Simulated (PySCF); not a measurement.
**GaCl: structure of the singlet**

The task is one start of a wider search on GaCl: the singlet, from a linear start. It is relaxed, tested by its Hessian and followed downhill if it is a saddle.

The runs use PySCF 2.14.0; PBE0, basis Ga def2-SVP, Cl def2-SVP, no relativity, density fitting.

### Step 1. The system as given

2 atoms, charge 0, spin multiplicity 1.

Bond lengths: Ga1–Cl2 2.341 Å.

Z-matrix (Å, degrees; charge 0 multiplicity 1):
```
Ga
Cl 1 2.3410
```

### Step 2. Finding the electronic state

The steps below are one call of a driver around PySCF. For each, scf.py gives the equivalent set-up of the SCF; relaxations use the driver's own optimiser. After this first run the driver tries any further starts and a stability analysis.

scf.py reads:

```python
from pyscf import gto, scf, dft
mol = gto.M(atom='''
Ga     0.000000     0.000000     0.000000
Cl     0.000000     0.000000     2.341000''',
    basis={'Ga': 'def2-SVP', 'Cl': 'def2-SVP'},
    charge=0, spin=0)
mf = dft.RKS(mol, xc='PBE0')
mf.grids.atom_grid = (50, 194)
aux = {'Ga': 'def2-universal-JKFIT', 'Cl': 'def2-universal-JKFIT'}
mf = mf.density_fit(auxbasis=aux)
mf.conv_tol = 1e-08
mf.diis_space = 10
mf.max_cycle = 60
mf.init_guess = 'minao'
mf.verbose = 4
mf.kernel()
```

Launch:

```sh
> OMP_NUM_THREADS=1 python axn.py task.json out
```

What it wrote:

```text
init E= -2383.68113885118
  HOMO = -0.272357522513413  LUMO = -0.0617710770082378  gap/eV = 5.73035
cycle= 1 E= -2384.25955187408  delta_E= -0.578  |g|= 0.476  |ddm|= 1.05
  HOMO = -0.213370128521347  LUMO = -0.0878687865239207  gap/eV = 3.41507
cycle= 2 E= -2384.09485311589  delta_E= 0.165  |g|= 0.887  |ddm|= 1.46
  HOMO = -0.278488739970115  LUMO = -0.0646644109489988  gap/eV = 5.81846
cycle= 3 E= -2384.31750993607  delta_E= -0.223  |g|= 0.0779  |ddm|= 0.981
  HOMO = -0.274143241431013  LUMO = -0.0664290192049009  gap/eV = 5.65219
cycle= 4 E= -2384.31869745884  delta_E= -0.00119  |g|= 0.0347  |ddm|= 0.114
  HOMO = -0.276325317286459  LUMO = -0.0657812343774433  gap/eV = 5.72920
cycle= 5 E= -2384.31896421848  delta_E= -0.000267  |g|= 0.00254  |ddm|= 0.0327
  HOMO = -0.275950572342925  LUMO = -0.065157713944077  gap/eV = 5.73597
cycle= 6 E= -2384.31896773978  delta_E= -3.52e-06  |g|= 0.000475  |ddm|= 0.00572
  HOMO = -0.276000252727096  LUMO = -0.065220982826278  gap/eV = 5.73560
cycle= 7 E= -2384.31896781352  delta_E= -7.37e-08  |g|= 0.000139  |ddm|= 0.000703
  HOMO = -0.275994157777711  LUMO = -0.0652242756471405  gap/eV = 5.73534
cycle= 8 E= -2384.31896782017  delta_E= -6.64e-09  |g|= 2.39e-05  |ddm|= 0.000218
  HOMO = -0.27599199167114  LUMO = -0.0652270064335786  gap/eV = 5.73521
Extra cycle  E= -2384.3189678202  delta_E= -3.18e-11  |g|= 2.39e-05  |ddm|= 6.27e-05
converged SCF energy = -2384.3189678202
```

This step, with its further starts and checks, ran for 1.5 s (1 thread of Arm Neoverse V2, shared host).

The test of internal stability found no lower closed-shell solution.

### Step 3. Relaxation: linear start, singlet

The program finds C∞v symmetry in the start, which this walk keeps. The walk stops when the largest gradient is under 0.0003 Eh/bohr and the energy has settled too.

Edit scf.py of step 2 so:

```diff
@@ -3,2 +3,2 @@
-Ga     0.000000     0.000000     0.000000
-Cl     0.000000     0.000000     2.341000''',
+Ga     0.000000     0.000000    -0.787935
+Cl     0.000000     0.000000     1.553065''',
@@ -14 +13,0 @@
-mf.init_guess = 'minao'
```

Energy and gradient, step by step:

```
step   energy (Eh)  change (kJ/mol)  largest symmetric gradient (Eh/bohr)
   0  -2384.318968             0.00                               0.02313
   1  -2384.321633            -7.00                               0.00793
   2  -2384.321885            -7.66                               0.00244
   3  -2384.321908            -7.72                               0.00017
   4  -2384.321908            -7.72                               0.00000
```

The walk took 2.8 s.

Geometry (Å) and forces (eV/Å) at some steps:

```
step 0
Ga   0.000   0.000  -0.788   0.000   0.000   1.190
Cl   0.000   0.000   1.553   0.000   0.000  -1.190
step 1
Ga   0.000   0.000  -0.744   0.000   0.000   0.408
Cl   0.000   0.000   1.509   0.000   0.000  -0.408
step 2
Ga   0.000   0.000  -0.721   0.000   0.000  -0.125
Cl   0.000   0.000   1.486   0.000   0.000   0.125
step 3
Ga   0.000   0.000  -0.726   0.000   0.000   0.009
Cl   0.000   0.000   1.491   0.000   0.000  -0.009
step 4
Ga   0.000   0.000  -0.726   0.000   0.000   0.000
Cl   0.000   0.000   1.491   0.000   0.000   0.000
```

End point (C∞v, 4 steps, 7.7 kJ/mol gained): Ga–Cl 2.217 Å.

### Step 4. Hessian and properties

On the finer grid the gradient is checked again; gradients at displacements of ±0.02 bohr then give force constants and infrared intensities.

Edit scf.py of step 3 so:

```diff
@@ -3,2 +3,2 @@
-Ga     0.000000     0.000000    -0.787935
-Cl     0.000000     0.000000     1.553065''',
+Ga     0.000000     0.000000    -0.746242
+Cl     0.000000    -0.000000     1.470886''',
@@ -8 +8 @@
-mf.grids.atom_grid = (50, 194)
+mf.grids.atom_grid = (75, 302)
@@ -11 +11 @@
-mf.conv_tol = 1e-08
+mf.conv_tol = 1e-10
```

The driver hands on the density of the step before, so the log starts near convergence.

SCF at the final geometry:

```text
init E= -2384.32194488654
  HOMO = -0.271532774340401  LUMO = -0.0582195016843637  gap/eV = 5.80455
cycle= 1 E= -2384.32194488654  delta_E= 1.36e-12  |g|= 1.01e-06  |ddm|= 2.35e-06
  HOMO = -0.271532839596783  LUMO = -0.0582194419191918  gap/eV = 5.80455
Extra cycle  E= -2384.32194488654  delta_E= 4.55e-12  |g|= 1.31e-06  |ddm|= 2.96e-06
converged SCF energy = -2384.32194488654
```

The whole step took 5 s.

Geometry: C∞v; Ga–Cl 2.217 Å.

Harmonic modes (main isotopes):

```json
{"symmetry": "σ+", "ω (cm⁻¹)": "379", "IR (km/mol)": "83.0"}
```

Every mode is real; the point is a minimum.

Properties at this point:

```yaml
Dipole_moment: 2.04 D
Highest_occupied_level: -7.39 eV
Lowest_empty_level: -1.58 eV
Rotational_constants: 0.1478 cm⁻¹
Zero-point_energy: 2.3 kJ/mol
Principal_polarisabilities: 32.7, 32.7, 53.4 bohr³
Atomisation_energy_without_zero-point_energy: 467 kJ/mol
Principal_traceless_quadrupole_moments_about_the_centre_of_mass: -5.13, 2.57, 2.57 D Å
Entropy_at_298.15_K_and_1_bar: 239.7 J/(mol K)
Heat_capacity_Cp_at_298.15_K: 35.4 J/(mol K)
Enthalpy_at_298.15_K_above_0_K: 9.54 kJ/mol
Rotational_symmetry_number: 1
```

Populations by atom (charges in e):

| atom | Mulliken | Löwdin | polar tensor | Mayer order to Ga1 |
| --- | --- | --- | --- | --- |
| Ga1 | 0.32 | 0.05 | 0.60 | – |
| Cl2 | -0.32 | -0.05 | -0.60 | 1.13 |

Outer orbital energies (eV). occupied: -23.72, -23.61, -23.61, -21.58, -11.44, -8.68, -8.68, -7.39; empty: -1.58, -1.58, 0.91, 3.01.

Mulliken populations on Ga1: s 7.94, p 12.66, d 10.08.

### Step 5. Fields at the lowest minimum

The plane holds Ga1 at (0.00, 0.00), Cl2 at (2.22, 0.00) Å. Columns run from x = -1.95 to 4.65 Å, rows from y = 2.25 (top) to -1.95 Å, in steps of 0.3 Å.

Density (cut at 5 e/Å³):

Ten steps from '0' (0.000 e/Å³) to '9' (5.000 e/Å³), finer at the low end (step k begins (100^(k/10) - 1)/99 of the way up):
```
00000000000000000000000
00000000000000000000000
00000111000011110000000
00011222111122222100000
00122333322344443210000
01124566433456765321000
01235899854578876421000
01246999965679997531000
01246999965679997531000
01235899854578876421000
01124566433456765321000
00122333322344443210000
00011222111122222100000
00000111000011110000000
00000000000000000000000
```

ELF (0 where the density is under 0.005 e/Å³):

Ten even steps from '0' (0.00) to '9' (0.99):
```
00000000000000000000000
00056763100012221000000
05899874200135554210000
58998643212356776531000
89986422213578887642000
99974211113788898764100
99862366313782048864200
99852633613846717875200
99852633613846717875200
99862366313782048864200
99974211113788898764100
89986422213578887642000
58998643212356776531000
05899874200135554210000
00056763100012221000000
```

Highest occupied orbital at -7.39 eV (sign arbitrary; one member if degenerate):

Ten even steps from '0' (-0.51 Å^-3/2) to '9' (0.45 Å^-3/2):
```
55555555555555555555555
55555555555555555555555
55566666555555555555555
56666666655445555555555
56677776654444556665555
66778877654333567666555
66788855653212588766555
66788605653104379876555
66788605653104379876555
66788855653212588766555
66778877654333567666555
56677776654444556665555
56666666655445555555555
55566666555555555555555
55555555555555555555555
```

Along Ga1–Cl2 (2.217 Å) the density is least, 0.54 e/Å³, about 1.00 Å from Ga1; ELF there is 0.27.

Values on the line from Ga1 (at 0) through Cl2 (at 2.217 Å):

```csv
distance (Å),density (e/Å³),ELF,electrostatic potential (V)
-0.78,0.882,0.2,23
-0.55,4.62,0.466,58
-0.33,34.8,0.771,223
-0.11,450,0.734,1.96e+03
0.22,71.2,0.439,573
0.44,12.8,0.697,106
0.67,1.76,0.225,37.7
0.89,0.583,0.143,18.1
1.11,0.593,0.482,11.8
1.33,0.983,0.81,15.4
1.55,1.67,0.728,36.4
1.77,2.79,0.086,102
2.00,50,0.859,377
2.33,190,0.451,1.19e+03
2.55,9.27,0.386,181
2.77,1.93,0.36,59.2
2.99,1.13,0.873,20.4
3.21,0.495,0.854,6.64
3.44,0.205,0.736,1.7
```

Making the fields took under 0.5 s.

### Step 6. Outcome

| quantity | value |
| --- | --- |
| minimum | singlet, C∞v |
| geometry | Ga–Cl 2.217 Å |
| wavenumbers (cm⁻¹) | 379 (σ+) |
| dipole moment | 2.04 D |
| highest occupied, lowest empty level | -7.39, -1.58 eV |
| polar-tensor charge of Ga1 | +0.60 e |
| zero-point energy | 2.3 kJ/mol |
| entropy at 298.15 K | 239.7 J/(mol K) |
| atomisation energy (no zero-point energy) | 467 kJ/mol |

In words: The linear start keeps its C∞v symmetry and ends in a minimum. The strongest infrared band lies at 379 cm⁻¹ (σ+, stretch). Only this shape and spin were tried, so other structures or states may lie lower.

The search up to here ran for 9.4 s (1 thread of Arm Neoverse V2, shared host).
